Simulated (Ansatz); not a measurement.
A nudged elastic band was laid between two geometries of a periodic cell of 17 atoms, Na16H (host Na, host structure bcc, interstitial H).

These are results of Ansatz, DFT PBE-D3(BJ), scalar-relativistic, plane waves, PAW, not measurements. Settings: cutoff 420 eV, k mesh 2x2x2, fermi-dirac smearing 0.05 eV, no spin polarisation.

```
movable images  : 7
climbing image  : yes
spring          : 5.0 eV/Å²
optimiser       : lbfgs
start path      : IDPP
force threshold : 0.05 eV/Å
iteration limit : 19
end points      : relaxed
```

Initial state:

```xyz
17
Lattice="8.4600 0.0000 0.0000 0.0000 8.4600 0.0000 0.0000 0.0000 8.4600" Properties=species:S:1:pos:R:3
Na 0.026 0.000 -0.081
Na 4.160 0.000 0.071
Na -0.023 4.232 -0.122
Na 0.027 0.000 4.314
Na 2.086 2.198 2.115
Na 4.354 4.232 0.061
Na 4.160 0.000 4.161
Na 6.419 2.054 2.116
Na -0.027 4.232 4.350
Na 2.087 6.264 2.115
Na 2.148 2.226 6.347
Na 4.352 4.232 4.175
Na 6.419 6.408 2.116
Na 6.219 2.056 6.347
Na 2.144 6.232 6.347
Na 6.217 6.409 6.347
H 1.066 4.230 6.344
```

Final state:

```xyz
17
Lattice="8.4600 0.0000 0.0000 0.0000 8.4600 0.0000 0.0000 0.0000 8.4600" Properties=species:S:1:pos:R:3
Na 0.097 -0.003 -0.054
Na 4.131 -0.003 -0.054
Na 0.127 4.225 0.056
Na -0.078 -0.004 4.335
Na 2.114 2.025 2.261
Na 4.101 4.225 0.056
Na 4.306 -0.004 4.335
Na 6.344 2.010 2.031
Na -0.087 4.224 4.082
Na 2.114 6.422 2.259
Na 2.114 2.262 6.311
Na 4.315 4.224 4.083
Na 6.344 6.442 2.031
Na 6.344 2.208 6.396
Na 2.114 6.189 6.308
Na 6.344 6.243 6.397
H 2.114 4.230 7.426
```

Problem. Which bonds break or form, and what moves?

Solution. The atom that moves furthest is H17, by 1.51 Å; four of its nearest neighbours are Na3 2.27, Na9 2.27, Na15 2.27, Na11 2.28 Å at the first end and Na15 2.26, Na11 2.26, Na3 2.27, Na6 2.27 Å at the last.

Problem. Give the energies along the band, and the barrier.

Solution. The forces met the threshold. The highest image is number 4 of 0 to 8, 0.041 eV above the ends, which have the same energy within 2 meV. The order of the point at the top wasn't checked. Another band between the same ends, with other settings, climbed to 0.009 eV only, so this may not be the lowest route. Limits of this set-up: coarse k mesh, odd electron count without spin, a small cell, in which the defect meets its images, a typed lattice constant that wasn't relaxed here.

```json
{"image": "0", "path coordinate (Å)": "0.00", "energy (eV)": "0.000"}
{"image": "1", "path coordinate (Å)": "0.25", "energy (eV)": "0.004"}
{"image": "2", "path coordinate (Å)": "0.48", "energy (eV)": "0.014"}
{"image": "3", "path coordinate (Å)": "0.72", "energy (eV)": "0.031"}
{"image": "4", "path coordinate (Å)": "0.97", "energy (eV)": "0.041"}
{"image": "5", "path coordinate (Å)": "1.23", "energy (eV)": "0.028"}
{"image": "6", "path coordinate (Å)": "1.48", "energy (eV)": "0.011"}
{"image": "7", "path coordinate (Å)": "1.73", "energy (eV)": "0.002"}
{"image": "8", "path coordinate (Å)": "1.99", "energy (eV)": "0.000"}
```

Problem. What is the geometry of the highest image?

Solution. 
```xyz
17
Lattice="8.4600 0.0000 0.0000 0.0000 8.4600 0.0000 0.0000 0.0000 8.4600" Properties=species:S:1:pos:R:3
Na 0.045 -0.001 -0.044
Na 4.154 -0.002 0.050
Na 0.091 4.228 -0.079
Na -0.059 -0.002 4.312
Na 2.088 2.095 2.209
Na 4.058 4.228 -0.061
Na 4.255 -0.002 4.221
Na 6.377 2.069 2.081
Na 0.063 4.228 4.391
Na 2.088 6.362 2.208
Na 2.148 2.085 6.312
Na 4.285 4.229 4.177
Na 6.378 6.388 2.080
Na 6.258 2.108 6.381
Na 2.147 6.370 6.313
Na 6.258 6.349 6.382
H 1.714 4.228 6.758
```

Run time: 13 min on 2 threads of Intel(R) Xeon(R) Platinum 8259CL CPU @ 2.50GHz (Skylake/Cascade Lake), with other jobs on the host, peak memory 2.2 GiB.
